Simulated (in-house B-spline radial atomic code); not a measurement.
# Ru³⁺: numerical settings, good and bad

Aim: try Ru³⁺ with numerical settings changed, some of them on purpose beyond sense, against a run with standard settings.

The numbers are computed with in-house B-spline radial atomic code version 1 (Dirac-Hartree-Fock, average of configuration, Fermi nucleus, basis-set limit), except any that are marked as measured or tabulated.

## (1) Starting point

| Item | Value |
| --- | --- |
| element | ruthenium (Z = 44) |
| charge | +3 |
| electrons | 41 |
| configuration | [Kr] 4d5 |
| Hamiltonian | Dirac-Coulomb |
| nucleus | Fermi, rms radius 4.481 fm |

Outer shells as boxes (Hund's rule):

[Kr] 4d5
```
[Kr] core
4d [↑ ][↑ ][↑ ][↑ ][↑ ]
```

The boxes draw the filling by Hund's rule, which heavy ions in jj coupling don't follow; these runs average over all states of the configuration.

A run counts as converged when the orbital gradient is under the tolerance times 44 hartree (or under the basis's noise floor) and the energy moved by less than 1e-8 hartree times the root of its size. Energy differences under 1e-05 hartree are noise.

Input settings:

```ini
Z = 44
electrons = 41.0
configuration = [Kr] 4d5
hamiltonian = dirac
method = hf
spin_polarised = False
nucleus = fermi
rms_radius = 4.4809
mass_number = 102
atomic_mass = 101.904340312
speed_of_light = 137.035999084
knot_spacing = 0.22
spline_order = 8
gauss_points = 12
box_radius = 16.22
max_iterations = 70
damping = 0.5
damped_steps = 3
diis_vectors = 10
tolerance = 1e-08
start = Thomas-Fermi
```

From the earlier run of the reference: total energy -4527.395363 hartree. Levels, eight at most:

```tsv
orbital	occupation	energy (eV)	<r> (bohr)
3p3/2	4	-522.61	0.4040
3d3/2	4	-343.33	0.3810
3d5/2	6	-338.88	0.3844
4s1/2	2	-128.83	1.017
4p1/2	2	-95.304	1.096
4p3/2	4	-91.638	1.122
4d3/2	2	-44.314	1.426
4d5/2	3	-43.911	1.439
```

## (2) Starting potential bare nucleus

The settings differ from step 1 so:

```diff
@@ -20,2 +20,2 @@
 tolerance = 1e-08
-start = Thomas-Fermi
+start = bare nucleus
```

Launch:

```
$ python run_scf.py task.json out
```

One command runs all members of the session, one after another, from task.json.

Main fields of the result record, rounded:

```text
{
  "status": "converged",
  "scf [iteration, energy, orbital gradient]": [
    [1, -4041.29995341, 7.95],
    [2, -4136.28793741, 3.79],
    [3, -4520.60126863, 0.549],
    [4, -4526.27091684, 0.272],
    [5, -4527.26109518, 0.0671],
    [6, -4527.3778368, 0.0243],
    [7, -4527.3953314, 0.00208],
    [8, -4527.39536175, 0.000234],
    [9, -4527.39536287, 1.23e-05],
    [10, -4527.39536287, 9.55e-07],
    [11, -4527.39536287, 1.17e-07]
  ],
  "energy [hartree]": {"total": -4527.39536287, "kinetic": 4712.25704925, "nuclear": -10903.3132212, "coulomb": 1793.40993033, "exact_exchange": -129.749121255},
  "orbitals [hartree, bohr; first row names the columns]": [
    ["name", "occ", "eps", "<r>"],
    ["1s1/2", 2.0, -819.0224, 0.033427],
    ["2s1/2", 2.0, -121.80801, 0.14503],
    ["2p1/2", 2.0, -112.2756, 0.12371],
    ["2p3/2", 4.0, -107.43673, 0.12843],
    ["3s1/2", 2.0, -23.80461, 0.39995],
    ["3p1/2", 2.0, -20.055784, 0.39385],
    ["3p3/2", 4.0, -19.205597, 0.404],
    ["3d3/2", 4.0, -12.617056, 0.38102],
    ["3d5/2", 6.0, -12.453714, 0.38441],
    ["4s1/2", 2.0, -4.7342815, 1.0171],
    ["4p1/2", 2.0, -3.5023513, 1.0959],
    ["4p3/2", 4.0, -3.3676214, 1.122],
    ["4d3/2", 2.0, -1.6285227, 1.4261],
    ["4d5/2", 3.0, -1.6137166, 1.4388]
  ],
  "sum_r [bohr^k]": {"-1": 247.8042, "1": 24.03479, "2": 26.26461},
  "energy_minus_base [hartree]": -1.00044417e-11
}
```

Run time: 1.7 s. Hardware: 1 thread, shared host.

energy_minus_base is the energy less that of the reference run.

## (3) Knot spacing (logarithmic) 0.15; Gauss points an interval 8; cap on iterations 75; damping (share of the old matrix) 0.8; number of damped steps 30

Input settings:

```ini
Z = 44
electrons = 41.0
configuration = [Kr] 4d5
hamiltonian = dirac
method = hf
spin_polarised = False
nucleus = fermi
rms_radius = 4.4809
mass_number = 102
atomic_mass = 101.904340312
speed_of_light = 137.035999084
knot_spacing = 0.15
spline_order = 8
gauss_points = 8
box_radius = 16.22
max_iterations = 75
damping = 0.8
damped_steps = 30
diis_vectors = 10
tolerance = 1e-08
start = Thomas-Fermi
```

From the record:

```text
{
  "status": "converged",
  "scf [iteration, energy, orbital gradient]": [
    [1, -4519.32073427, 0.38],
    [2, -4525.48142294, 0.165],
    [3, -4526.40033629, 0.118],
    [4, -4526.88263667, 0.084],
    [5, -4527.13308878, 0.0599],
    [6, -4527.26190038, 0.0427],
    [7, -4527.32764017, 0.0303],
    [8, -4527.36101123, 0.0215],
    [9, -4527.37790312, 0.0152],
    [10, -4527.38645057, 0.0107],
    [11, -4527.39078435, 0.00756],
    [12, -4527.39299093, 0.00531],
    [13, -4527.39412141, 0.00372],
    [14, -4527.39470529, 0.0026],
    [15, -4527.39500982, 0.00181],
    [16, -4527.39517049, 0.00125],
    [17, -4527.39525635, 0.000859],
    [18, -4527.3953029, 0.000587],
    [19, -4527.39532852, 0.000428],
    [20, -4527.39534286, 0.000324],
    [21, -4527.39535101, 0.000246],
    [22, -4527.39535573, 0.000187],
    [23, -4527.39535851, 0.000144],
    [24, -4527.39536017, 0.000111],
    [25, -4527.39536118, 8.63e-05],
    [26, -4527.39536181, 6.73e-05],
    [27, -4527.3953622, 5.28e-05],
    [28, -4527.39536244, 4.21e-05],
    [29, -4527.3953626, 3.48e-05],
    [30, -4527.3953627, 2.94e-05],
    [31, -4527.39536277, 2.49e-05],
    [32, -4527.3953629, 1.15e-05],
    [33, -4527.39536291, 1.6e-06],
    [34, -4527.39536291, 7.36e-07],
    [35, -4527.39536291, 6.1e-08]
  ],
  "energy [hartree]": {"total": -4527.39536291, "kinetic": 4712.25705999, "nuclear": -10903.3132432, "coulomb": 1793.409942, "exact_exchange": -129.74912169},
  "orbitals [hartree, bohr; first row names the columns]": [
    ["name", "occ", "eps", "<r>"],
    ["1s1/2", 2.0, -819.0224, 0.033427],
    ["2s1/2", 2.0, -121.80801, 0.14503],
    ["2p1/2", 2.0, -112.2756, 0.12371],
    ["2p3/2", 4.0, -107.43673, 0.12843],
    ["3s1/2", 2.0, -23.804609, 0.39995],
    ["3p1/2", 2.0, -20.055784, 0.39385],
    ["3p3/2", 4.0, -19.205597, 0.404],
    ["3d3/2", 4.0, -12.617055, 0.38102],
    ["3d5/2", 6.0, -12.453714, 0.38441],
    ["4s1/2", 2.0, -4.7342813, 1.0171],
    ["4p1/2", 2.0, -3.5023512, 1.0959],
    ["4p3/2", 4.0, -3.3676212, 1.122],
    ["4d3/2", 2.0, -1.6285226, 1.4261],
    ["4d5/2", 3.0, -1.6137165, 1.4388]
  ],
  "sum_r [bohr^k]": {"-1": 247.8042, "1": 24.03479, "2": 26.26461},
  "energy_minus_base [hartree]": -3.34030119e-08
}
```

It took 5.4 s on 1 thread, shared host.

## (4) Cap on iterations 100; number of DIIS vectors 0; convergence tolerance 0.001

Input settings:

```ini
Z = 44
electrons = 41.0
configuration = [Kr] 4d5
hamiltonian = dirac
method = hf
spin_polarised = False
nucleus = fermi
rms_radius = 4.4809
mass_number = 102
atomic_mass = 101.904340312
speed_of_light = 137.035999084
knot_spacing = 0.22
spline_order = 8
gauss_points = 12
box_radius = 16.22
max_iterations = 100
damping = 0.5
damped_steps = 3
diis_vectors = 0
tolerance = 0.001
start = Thomas-Fermi
```

From the record:

```text
{
  "status": "converged",
  "scf [iteration, energy, orbital gradient]": [
    [1, -4519.32388221, 0.538],
    [2, -4525.48205279, 0.236],
    [3, -4527.23686109, 0.0684],
    [4, -4527.38191548, 0.0192],
    [5, -4527.39390336, 0.00525],
    [6, -4527.39514502, 0.00173],
    [7, -4527.39532054, 0.000884],
    [8, -4527.39535288, 0.000412],
    [9, -4527.39536016, 0.000192],
    [10, -4527.39536207, 9.84e-05],
    [11, -4527.39536262, 6.17e-05]
  ],
  "energy [hartree]": {"total": -4527.39536262, "kinetic": 4712.25363215, "nuclear": -10903.3098142, "coulomb": 1793.40982882, "exact_exchange": -129.749009356},
  "orbitals [hartree, bohr; first row names the columns]": [
    ["name", "occ", "eps", "<r>"],
    ["1s1/2", 2.0, -819.02246, 0.033427],
    ["2s1/2", 2.0, -121.80804, 0.14503],
    ["2p1/2", 2.0, -112.27564, 0.12371],
    ["2p3/2", 4.0, -107.43677, 0.12843],
    ["3s1/2", 2.0, -23.804605, 0.39996],
    ["3p1/2", 2.0, -20.055784, 0.39386],
    ["3p3/2", 4.0, -19.205594, 0.40401],
    ["3d3/2", 4.0, -12.617064, 0.38103],
    ["3d5/2", 6.0, -12.453723, 0.38441],
    ["4s1/2", 2.0, -4.7342131, 1.0171],
    ["4p1/2", 2.0, -3.5022972, 1.0959],
    ["4p3/2", 4.0, -3.3675661, 1.122],
    ["4d3/2", 2.0, -1.6285114, 1.426],
    ["4d5/2", 3.0, -1.613706, 1.4387]
  ],
  "sum_r [bohr^k]": {"-1": 247.8041, "1": 24.03455, "2": 26.26349},
  "energy_minus_base [hartree]": 2.51581696e-07
}
```

Run time: 1.6 s. Hardware: 1 thread, shared host.

## (5) Box radius 2.43; cap on iterations 12; damping (share of the old matrix) 0.95; number of DIIS vectors 2

The settings differ from step 4 so:

```diff
@@ -14,8 +14,8 @@
 gauss_points = 12
-box_radius = 16.22
-max_iterations = 100
-damping = 0.5
+box_radius = 2.43
+max_iterations = 12
+damping = 0.95
 damped_steps = 3
-diis_vectors = 0
-tolerance = 0.001
+diis_vectors = 2
+tolerance = 1e-08
 start = Thomas-Fermi
```

From the record:

```text
{
  "status": "converged",
  "warnings": ["3d3/2 reaches the box edge", "3d5/2 reaches the box edge", "4s1/2 reaches the box edge", "4p1/2 reaches the box edge", "4p3/2 reaches the box edge", "4d3/2 reaches the box edge", "4d5/2 reaches the box edge"],
  "scf [iteration, energy, orbital gradient]": [
    [1, -4523.87585916, 0.536],
    [2, -4525.72666374, 0.14],
    [3, -4525.76868979, 0.129],
    [4, -4525.80486585, 0.119],
    [5, -4525.98317227, 0.0621],
    [6, -4526.02890393, 0.00093],
    [7, -4526.02893459, 0.000158],
    [8, -4526.02893541, 1.32e-05],
    [9, -4526.02893541, 1.85e-06],
    [10, -4526.02893541, 3.17e-07]
  ],
  "energy [hartree]": {"total": -4526.02893541, "kinetic": 4720.16722578, "nuclear": -10928.9941158, "coulomb": 1813.23139039, "exact_exchange": -130.43343575},
  "orbitals [hartree, bohr; first row names the columns]": [
    ["name", "occ", "eps", "<r>"],
    ["1s1/2", 2.0, -818.43353, 0.033427],
    ["2s1/2", 2.0, -121.22482, 0.14505],
    ["2p1/2", 2.0, -111.69068, 0.12372],
    ["2p3/2", 4.0, -106.85276, 0.12844],
    ["3s1/2", 2.0, -23.273393, 0.40034],
    ["3p1/2", 2.0, -19.524338, 0.39433],
    ["3p3/2", 4.0, -18.676653, 0.40452],
    ["3d3/2", 4.0, -12.085202, 0.38189],
    ["3d5/2", 6.0, -11.922895, 0.3853],
    ["4s1/2", 2.0, -4.37017, 1.015],
    ["4p1/2", 2.0, -3.1408204, 1.0749],
    ["4p3/2", 4.0, -3.0072579, 1.0947],
    ["4d3/2", 2.0, -1.1894457, 1.2178],
    ["4d5/2", 3.0, -1.1705812, 1.2228]
  ],
  "sum_r [bohr^k]": {"-1": 248.3879, "1": 22.82771, "2": 21.9739},
  "energy_minus_base [hartree]": 1.36642746
}
```

Run time: 0.89 s. Hardware: 1 thread, shared host.

It converged, but the warnings show orbitals that are unbound or carry amplitude at the edge of the box (from a small box or a coarse basis), so the numbers can't be trusted as the atom's.

## (6) First knot 2.27e-05; cap on iterations 75; starting potential bare nucleus

The settings differ from step 5 so:

```diff
@@ -14,8 +14,9 @@
 gauss_points = 12
-box_radius = 2.43
-max_iterations = 12
-damping = 0.95
+box_radius = 16.22
+first_knot = 2.27e-05
+max_iterations = 75
+damping = 0.5
 damped_steps = 3
-diis_vectors = 2
+diis_vectors = 10
 tolerance = 1e-08
-start = Thomas-Fermi
+start = bare nucleus
```

From the record:

```text
{
  "status": "converged",
  "scf [iteration, energy, orbital gradient]": [
    [1, -4041.29995254, 7.95],
    [2, -4136.28803265, 3.68],
    [3, -4520.60126977, 0.543],
    [4, -4526.27091695, 0.284],
    [5, -4527.2610952, 0.0695],
    [6, -4527.37783678, 0.024],
    [7, -4527.39533138, 0.00212],
    [8, -4527.39536173, 0.00024],
    [9, -4527.39536285, 1.2e-05],
    [10, -4527.39536285, 9.04e-07],
    [11, -4527.39536285, 1.14e-07]
  ],
  "energy [hartree]": {"total": -4527.39536285, "kinetic": 4712.25704861, "nuclear": -10903.3132204, "coulomb": 1793.40993017, "exact_exchange": -129.749121237},
  "orbitals [hartree, bohr; first row names the columns]": [
    ["name", "occ", "eps", "<r>"],
    ["1s1/2", 2.0, -819.0224, 0.033427],
    ["2s1/2", 2.0, -121.80801, 0.14503],
    ["2p1/2", 2.0, -112.2756, 0.12371],
    ["2p3/2", 4.0, -107.43673, 0.12843],
    ["3s1/2", 2.0, -23.80461, 0.39995],
    ["3p1/2", 2.0, -20.055784, 0.39385],
    ["3p3/2", 4.0, -19.205597, 0.404],
    ["3d3/2", 4.0, -12.617056, 0.38102],
    ["3d5/2", 6.0, -12.453714, 0.38441],
    ["4s1/2", 2.0, -4.7342815, 1.0171],
    ["4p1/2", 2.0, -3.5023513, 1.0959],
    ["4p3/2", 4.0, -3.3676214, 1.122],
    ["4d3/2", 2.0, -1.6285227, 1.4261],
    ["4d5/2", 3.0, -1.6137166, 1.4388]
  ],
  "sum_r [bohr^k]": {"-1": 247.8042, "1": 24.03479, "2": 26.26461},
  "energy_minus_base [hartree]": 1.92503649e-08
}
```

Wall time 1.4 s (1 thread, shared host).

## (7) Gauss points an interval 16; cap on iterations 2; number of damped steps 0; convergence tolerance 1e-05

The settings differ from step 6 so:

```diff
@@ -13,10 +13,9 @@
 spline_order = 8
-gauss_points = 12
+gauss_points = 16
 box_radius = 16.22
-first_knot = 2.27e-05
-max_iterations = 75
+max_iterations = 2
 damping = 0.5
-damped_steps = 3
+damped_steps = 0
 diis_vectors = 10
-tolerance = 1e-08
-start = bare nucleus
+tolerance = 1e-05
+start = Thomas-Fermi
```

From the record:

```text
{
  "status": "not_converged",
  "scf [iteration, energy, orbital gradient]": [
    [1, -4519.32302669, 0.538],
    [2, -4525.48188058, 0.236]
  ],
  "energy [hartree]": {"total": -4525.48188058, "kinetic": 4786.49772597, "nuclear": -11041.3216911, "coulomb": 1861.89549095, "exact_exchange": -132.553406425}
}
```

Run time: 0.41 s. Hardware: 1 thread, shared host.

Not converged after 2 iterations; the orbital gradient stood at 0.24, so this energy is not a result.

## (8) Configuration [Kr] 4d5 5p-1

In configurations, a minus sign after the shell means j = l − 1/2 and a plus sign j = l + 1/2; the count of electrons follows.

Input settings:

```ini
Z = 44
electrons = 42.0
configuration = [Kr] 4d5 5p-1
hamiltonian = dirac
method = hf
spin_polarised = False
nucleus = fermi
rms_radius = 4.4809
mass_number = 102
atomic_mass = 101.904340312
speed_of_light = 137.035999084
knot_spacing = 0.22
spline_order = 8
gauss_points = 12
box_radius = 16.22
max_iterations = 60
damping = 0.5
damped_steps = 3
diis_vectors = 10
tolerance = 1e-08
start = Thomas-Fermi
```

From the record:

```text
{
  "status": "converged",
  "scf [iteration, energy, orbital gradient]": [
    [1, -4521.08663529, 0.536],
    [2, -4526.03023204, 0.25],
    [3, -4527.89006436, 0.065],
    [4, -4528.03693385, 0.0163],
    [5, -4528.04750159, 0.00854],
    [6, -4528.0498952, 0.000936],
    [7, -4528.04991535, 0.000102],
    [8, -4528.0499156, 2.44e-05],
    [9, -4528.04991561, 3.11e-06],
    [10, -4528.04991561, 1.03e-07]
  ],
  "energy [hartree]": {"total": -4528.04991561, "kinetic": 4712.94056115, "nuclear": -10918.0716979, "coulomb": 1806.85394605, "exact_exchange": -129.772724903},
  "orbitals [hartree, bohr; first row names the columns]": [
    ["name", "occ", "eps", "<r>"],
    ["1s1/2", 2.0, -818.68813, 0.033427],
    ["2s1/2", 2.0, -121.47759, 0.14504],
    ["2p1/2", 2.0, -111.9457, 0.12371],
    ["2p3/2", 4.0, -107.10567, 0.12843],
    ["3s1/2", 2.0, -23.476061, 0.39997],
    ["3p1/2", 2.0, -19.728883, 0.39383],
    ["3p3/2", 4.0, -18.876652, 0.40402],
    ["3d3/2", 4.0, -12.288246, 0.38106],
    ["3d5/2", 6.0, -12.124496, 0.38444],
    ["4s1/2", 2.0, -4.4103551, 1.0173],
    ["4p1/2", 2.0, -3.1824127, 1.0957],
    ["4p3/2", 4.0, -3.0427857, 1.1233],
    ["4d3/2", 2.0, -1.3095631, 1.4474],
    ["4d5/2", 3.0, -1.2914762, 1.4521],
    ["5p1/2", 1.0, -0.656497, 3.2747]
  ],
  "sum_r [bohr^k]": {"-1": 248.1396, "1": 27.39791, "2": 38.62774},
  "energy_minus_base [hartree]": -0.654552741
}
```

Wall time 1.6 s (1 thread, shared host).

## (9) Configuration [Kr] 4d5 6s2 6p6

The settings differ from step 8 so:

```diff
@@ -1,4 +1,4 @@
 Z = 44
-electrons = 42.0
-configuration = [Kr] 4d5 5p-1
+electrons = 49.0
+configuration = [Kr] 4d5 6s2 6p6
 hamiltonian = dirac
```

From the record:

```text
{
  "status": "converged",
  "warnings": ["6s1/2 has a positive eigenvalue: unbound, held by the box", "6p1/2 has a positive eigenvalue: unbound, held by the box", "6p3/2 has a positive eigenvalue: unbound, held by the box"],
  "scf [iteration, energy, orbital gradient]": [
    [1, -4520.8384108, 0.535],
    [2, -4522.76053232, 0.204],
    [3, -4527.0834072, 0.0428],
    [4, -4527.2054007, 0.0153],
    [5, -4527.2775426, 0.00545],
    [6, -4527.27443954, 0.00212],
    [7, -4527.27556615, 0.00103],
    [8, -4527.2753503, 0.00087],
    [9, -4527.27523365, 0.000169],
    [10, -4527.27522584, 8.56e-05],
    [11, -4527.27522304, 4.94e-05],
    [12, -4527.27522249, 7.79e-06],
    [13, -4527.27522249, 1.93e-06],
    [14, -4527.27522249, 3.22e-07]
  ],
  "energy [hartree]": {"total": -4527.27522249, "kinetic": 4713.14616184, "nuclear": -10945.8079801, "coulomb": 1835.71132759, "exact_exchange": -130.324731803},
  "orbitals [hartree, bohr; first row names the columns]": [
    ["name", "occ", "eps", "<r>"],
    ["1s1/2", 2.0, -818.05804, 0.033427],
    ["2s1/2", 2.0, -120.84629, 0.14504],
    ["2p1/2", 2.0, -111.31349, 0.12371],
    ["2p3/2", 4.0, -106.47468, 0.12843],
    ["3s1/2", 2.0, -22.844465, 0.39996],
    ["3p1/2", 2.0, -19.095502, 0.39386],
    ["3p3/2", 4.0, -18.245363, 0.40401],
    ["3d3/2", 4.0, -11.656262, 0.38105],
    ["3d5/2", 6.0, -11.492927, 0.38444],
    ["4s1/2", 2.0, -3.778327, 1.0172],
    ["4p1/2", 2.0, -2.5462919, 1.0965],
    ["4p3/2", 4.0, -2.411742, 1.1228],
    ["4d3/2", 2.0, -0.67448653, 1.4357],
    ["4d5/2", 3.0, -0.65982109, 1.4488],
    ["6s1/2", 2.0, 0.27549483, 8.9515],
    ["6p1/2", 2.0, 0.32629233, 9.9164],
    ["6p3/2", 4.0, 0.32770054, 9.981]
  ],
  "sum_r [bohr^k]": {"-1": 248.77, "1": 101.7486, "2": 845.8658},
  "energy_minus_base [hartree]": 0.120140382
}
```

It took 2.1 s on 1 thread, shared host.

It converged, but the warnings show orbitals that are unbound or carry amplitude at the edge of the box (from a small box or a coarse basis), so the numbers can't be trusted as the atom's.

## (10) Results

| run | outcome | iterations | energy less the reference (hartree) |
| --- | --- | --- | --- |
| reference | converged | 10 | 0 |
| starting potential bare nucleus | converged | 11 | below noise |
| knot spacing (logarithmic) 0.15; Gauss points an interval 8; cap on iterations 75; damping (share of the old matrix) 0.8; number of damped steps 30 | converged | 35 | below noise |
| cap on iterations 100; number of DIIS vectors 0; convergence tolerance 0.001 | converged | 11 | below noise |
| box radius 2.43; cap on iterations 12; damping (share of the old matrix) 0.95; number of DIIS vectors 2 | converged | 10 | +1.37 |
| first knot 2.27e-05; cap on iterations 75; starting potential bare nucleus | converged | 11 | below noise |
| Gauss points an interval 16; cap on iterations 2; number of damped steps 0; convergence tolerance 1e-05 | not converged | 2 | - |
| Configuration [Kr] 4d5 5p-1 | converged | 10 | other system or model |
| Configuration [Kr] 4d5 6s2 6p6 | converged | 14 | other system or model |

What this shows: Of 8 changed inputs, 4 gave the reference energy within 1e-05 hartree, 1 converged to another value, 2 changed the system or the model and 1 did not converge. The worst converged miss is +1.37 hartree (box radius 2.43; cap on iterations 12; damping (share of the old matrix) 0.95; number of DIIS vectors 2): that the iterations converge says nothing of the basis, the quadrature or the box.
